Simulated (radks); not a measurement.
# Cs²⁺ with its nuclear charge varied continuously

An exercise on one series of results from a longer session: the logs are not shown, and one member is left open.

The numbers are computed with radks (a radial shooting solver on a logarithmic mesh, Libxc functionals) version 1 (Dirac Kohn-Sham, PBEsol, spin-unpolarised, spherical densities, finite nucleus; open shells are shared between the two j in proportion to 2j + 1), except any that are marked as measured or tabulated.

## Starting point

* element: caesium (Z = 55)
* charge: +2
* electrons: 53
* configuration: [Kr] 4d10 5s2 5p5
* nuclear rms radius: 4.8041 fm

The outer shells:

Cs²⁺
```
[Kr] core
4d [↑↓][↑↓][↑↓][↑↓][↑↓]
5s [↑↓]
5p [↑↓][↑↓][↑ ]
```

The first run:

Settings of this run:

```text
Z 55
configuration [Kr] 4d10 5s2 5p5
relativity Dirac
functional pbe_sol,pbe_sol
spin unpolarised
j_filling average
nucleus finite rms 4.8041 fm
c 137.035999084
```

Among the steps run: Z = 55.

One table of the session follows, with a row left open; its other results are not shown here.

It belongs to the step «Z = 55». From the orbitals of this run (lengths in bohr):

| level | <r> | outermost maximum (interpolated) | 90 % within | nodes |
| --- | --- | --- | --- | --- |
| 4s1/2 | 0.6947 | 0.643 | 1.00 | 3 |
| 4p1/2 | 0.7205 | 0.657 | 1.05 | 2 |
| 4p3/2 | 0.7481 | 0.681 | 1.09 | 2 |
| 4d3/2 | 0.8299 | 0.716 | 1.26 | 1 |
| 4d5/2 | 0.8402 | 0.724 | 1.27 | 1 |
| 5s1/2 | 1.704 | 1.53 | 2.45 | 4 |
| 5p1/2 | ? | ? | ? | ? |
| 5p3/2 | 2.009 | 1.77 | 2.93 | 3 |

Estimate the missing values for 5p1/2.

As computed: <r>: 1.931; outermost maximum (interpolated): 1.70; 90 % within: 2.81; nodes: 3. In the column «<r>» it lies between 5s1/2 (1.704) and 5p3/2 (2.009).
